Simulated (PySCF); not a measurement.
# TiH₃: rigid scans about the minimum

Aim: map the energy of doublet TiH₃ about its PBE0 minimum, with rigid distortions.

Computed with PySCF 2.14.0. Level: PBE0, basis Ti def2-TZVP, H def2-TZVP, no relativity, density fitting.

**1. The starting structure**

4 atoms, charge 0, spin multiplicity 2.

Bond lengths: Ti1–H2 1.730 Å, Ti1–H3 1.730 Å, Ti1–H4 1.730 Å. Angles: H2–Ti1–H3 118.3°, H2–Ti1–H4 118.3°, H3–Ti1–H4 118.3°.

Z-matrix (Å, degrees; charge 0 multiplicity 2):
```
Ti
H  1 1.7299
H  1 1.7299 2 118.30
H  1 1.7299 2 118.30 3 -154.37
```

**2. Breathing scan**

One driver script runs all scans and calls PySCF for each point, on a (75, 302) grid.

Command:

```sh
OMP_NUM_THREADS=2 python axn.py task.json out
```

A rigid scan with PBE0: all bonds to the central atom are scaled together. Each point starts from its neighbour's orbitals, and energies count from the minimum.

| scale of all bonds to the centre | energy (kJ/mol) | dipole size (D) | ⟨S²⟩ |
| --- | --- | --- | --- |
| 0.88 | 84.8 | 1.09 | 0.76 |
| 0.92 | 34.7 | 1.16 | 0.76 |
| 0.96 | 8.0 | 1.22 | 0.76 |
| 1.00 | 0.0 | 1.28 | 0.76 |
| 1.04 | 6.9 | 1.33 | 0.77 |
| 1.08 | 25.4 | 1.37 | 0.78 |
| 1.14 | 69.3 | 1.43 | 0.80 |
| 1.22 | 146.5 | 1.50 | 0.87 |
| 1.35 | 286.5 | 1.56 | 1.22 |

The scan needed 19 s of wall time on 2 threads of AMD EPYC 7R43 (Zen 3), shared host.

⟨S²⟩ grows along the scan: the determinant mixes in higher spin as the pair uncouples.

**3. Stretching one bond**

A rigid scan with PBE0: the bond from Ti to the last atom (H) is scaled and the rest held.

| scale of one bond | energy (kJ/mol) | dipole size (D) | ⟨S²⟩ |
| --- | --- | --- | --- |
| 0.92 | 11.1 | 1.31 | 0.76 |
| 0.96 | 2.5 | 1.28 | 0.76 |
| 1.00 | 0.0 | 1.28 | 0.76 |
| 1.05 | 3.3 | 1.32 | 0.77 |
| 1.12 | 16.6 | 1.45 | 0.77 |
| 1.20 | 39.6 | 1.66 | 0.78 |
| 1.35 | 92.2 | 2.02 | 0.82 |
| 1.55 | 158.5 | 1.79 | 1.08 |
| 1.80 | 210.8 | 1.32 | 1.44 |
| 2.20 | 239.4 | 2.94 | 1.73 |

The scan took 30 s.

⟨S²⟩ grows along the scan: the determinant mixes in higher spin as the pair uncouples.

**4. Umbrella curve**

A rigid scan with PBE0: angle between each bond and the threefold axis, bonds fixed.

| angle of the bonds to the threefold axis (°) | energy (kJ/mol) | dipole size (D) | ⟨S²⟩ |
| --- | --- | --- | --- |
| 55 | 55.6 | 5.09 | 0.77 |
| 60 | 33.4 | 4.49 | 0.77 |
| 65 | 17.4 | 3.85 | 0.76 |
| 70 | 7.2 | 3.17 | 0.76 |
| 75 | 2.0 | 2.45 | 0.76 |
| 80 | 0.2 | 1.68 | 0.76 |
| 85 | 0.1 | 0.85 | 0.76 |
| 90 | 0.2 | 0.00 | 0.76 |

The scan took 15 s.

**5. What came out**

| quantity | value |
| --- | --- |
| all bonds 4 % longer | 6.9 kJ/mol |
| one bond 20 % longer | 39.6 kJ/mol |

In words: Shortening all bonds by 4 % costs 8.0 kJ/mol and lengthening them 6.9: the wall is steeper on the short side. This is the lowest SCF solution found for this spin; with open d or f shells other occupations or spin states may lie lower.
